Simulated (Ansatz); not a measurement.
# SiCNCl2F (SMILES N#C[Si](F)(Cl)Cl): BLYP/cc-pVDZ

What is the energy change on altering one bond length of SiCNCl2F at BLYP/cc-pVDZ? 

Program for the calculation: Ansatz 0.2.0.

136 further runs of the same task are left out: 6 that didn't finish, 130 set aside as unsound or not needed. Runs told in other sessions of the task aren't counted.

## 1. The molecule

SiCNCl2F has 6 atoms, charge 0, and is taken as a singlet. As SMILES, `N#C[Si](F)(Cl)Cl`. Geometry: relaxed at PBE0-D4/def2-TZVP.

Bond lengths: N1–C2 1.151 Å, C2–Si3 1.830 Å, Si3–F4 1.572 Å, Si3–Cl5 2.006 Å, Si3–Cl6 2.006 Å. Angles: N1–C2–Si3 179.1°, C2–Si3–F4 107.4°, C2–Si3–Cl5 109.0°, C2–Si3–Cl6 109.0°, F4–Si3–Cl5 109.6°, F4–Si3–Cl6 109.6°, Cl5–Si3–Cl6 112.0°.

## 2. The energy at BLYP/cc-pVDZ

Input file run.yaml:

```yaml
crystal:
  periodic: [false, false, false]
  atoms:
    - {symbol: N, position_ang: [1.752600, -1.361000, 1.114200]}
    - {symbol: C, position_ang: [0.923100, -0.763300, 0.585900]}
    - {symbol: Si, position_ang: [-0.381900, 0.210300, -0.249400]}
    - {symbol: F, position_ang: [-1.471500, -0.801900, -0.758800]}
    - {symbol: Cl, position_ang: [0.422900, 1.177100, -1.812500]}
    - {symbol: Cl, position_ang: [-1.203100, 1.474700, 1.074300]}
basis:
  gaussian:
    orbitals: cc-pVDZ
hamiltonian:
  xc: {name: BLYP}
accuracy: high
output: {orbitals: {seedname: orbitals}}
```

On the command line:

```console
ansatz run run.yaml --threads 1 --pin off --max-ram 3480MiB --events-out events.jsonl --progress --plain --runs-dir runs
```

Log:

```text
Warning: RAYON_NUM_THREADS=1 ignored (pool sized by the plan → 1); use --threads N
Functional definition: BLYP
  name "BLYP"
  parameter beta = 0.0042
  parameter a = 0.04918
  parameter b = 0.132
  parameter c = 0.2533
  parameter d = 0.349
  exchange = b88_x(beta = beta)
  correlation = lyp_c(a = a, b = b, c = c, d = d)
2106 factors; integrals over basis functions are off by at most 3.2e-9 eV
mean field evaluation 1: about -38163.8399 eV, gradient 5.1e1 eV
mean field evaluation 2: about -38140.5838 eV, gradient 1.1e2 eV
mean field evaluation 4: about -38169.4059 eV, gradient 8.9e0 eV
mean field evaluation 8: about -38169.5451 eV, gradient 2.9e-1 eV
mean field evaluation 16: about -38169.5454 eV, gradient 1.6e-5 eV
mean field -38169.54535172 eV, -1402.7049194288 hartree, gradient 4.9e-8 eV, S^2 0.000000; 0 other end points of the search recorded, 0 dependent functions left out
reference -38169.54540407 eV, -1402.7049213524 hartree; 35, 35 occupied and 61, 61 virtual orbitals, 2106 factors
Total energy: -38169.54540407 eV, -1402.7049213524 hartree
```

Wall time 9.9 s (1 thread of Arm Neoverse V1, shared host); peak memory 0.26 GiB.

## 3. The distorted shape

Input file run.yaml:

```yaml
crystal:
  periodic: [false, false, false]
  atoms:
    - symbol: "N"
      position_ang: [1.108776, -2.134420, 2.364648]
    - symbol: C
      position_ang: [0.279276, -1.536720, 1.836348]
    - symbol: Si
      position_ang: [-1.025724, -0.563120, 1.001048]
    - symbol: F
      position_ang: [-2.115324, -1.575320, 0.491648]
    - symbol: Cl
      position_ang: [0.422900, 1.177100, -1.812500]
    - symbol: Cl
      position_ang: [-1.846924, 0.701280, 2.324748]
basis:
  gaussian:
    orbitals: cc-pVDZ
hamiltonian:
  xc: {name: BLYP}
accuracy: high
output: {orbitals: {seedname: orbitals}}
```

On the command line:

```console
ansatz run run.yaml --threads 1 --pin off --max-ram 3480MiB --events-out events.jsonl --progress --plain --runs-dir runs
```

Log:

```text
Warning: RAYON_NUM_THREADS=1 ignored (pool sized by the plan → 1); use --threads N
Functional definition: BLYP
  name "BLYP"
  parameter beta = 0.0042
  parameter a = 0.04918
  parameter b = 0.132
  parameter c = 0.2533
  parameter d = 0.349
  exchange = b88_x(beta = beta)
  correlation = lyp_c(a = a, b = b, c = c, d = d)
2045 factors; integrals over basis functions are off by at most 2.9e-9 eV
mean field evaluation 1: about -38156.0619 eV, gradient 5.8e1 eV
mean field evaluation 2: about -37913.0444 eV, gradient 1.8e2 eV
mean field evaluation 4: about -38154.7427 eV, gradient 4.4e1 eV
mean field evaluation 8: about -38166.0284 eV, gradient 6.3e-3 eV
mean field evaluation 16: about -38160.4702 eV, gradient 2.3e1 eV
mean field -38166.02838213 eV, -1402.5756731800 hartree, gradient 6.2e-8 eV, S^2 0.000000; 0 other end points of the search recorded, 0 dependent functions left out
reference -38166.02844069 eV, -1402.5756753320 hartree; 35, 35 occupied and 61, 61 virtual orbitals, 2045 factors
Total energy: -38166.02844069 eV, -1402.5756753320 hartree
```

Run time: 9 s. Hardware: 1 thread of Arm Neoverse V1, shared host; peak memory 0.25 GiB.

## 4. What came out

Level: BLYP/cc-pVDZ.

| quantity | value |
| --- | --- |
| first shape: total energy | -1402.70492 Eh |
| first shape: HOMO energy | -8.36 eV |
| first shape: LUMO energy | -1.91 eV |
| first shape: HOMO–LUMO gap | 6.44 eV |
| distorted shape: total energy | -1402.57568 Eh |
| distorted shape: HOMO energy | -6.30 eV |
| distorted shape: LUMO energy | -6.02 eV |
| distorted shape: HOMO–LUMO gap | 0.28 eV |
| energy change with the Si3–Cl5 bond stretched from 2.006 to 3.611 Å | 3.517 eV |

What this shows: One bond (distorted shape) is far stretched, which a spin-restricted single reference describes badly; a broken-symmetry solution may lie lower. With the Si3–Cl5 bond stretched from 2.006 to 3.611 Å the energy rises by 3.52 eV (81 kcal/mol). The first shape isn't relaxed at this level, so the change isn't measured from a minimum. A restricted reference can't describe the breaking bond well at this length.
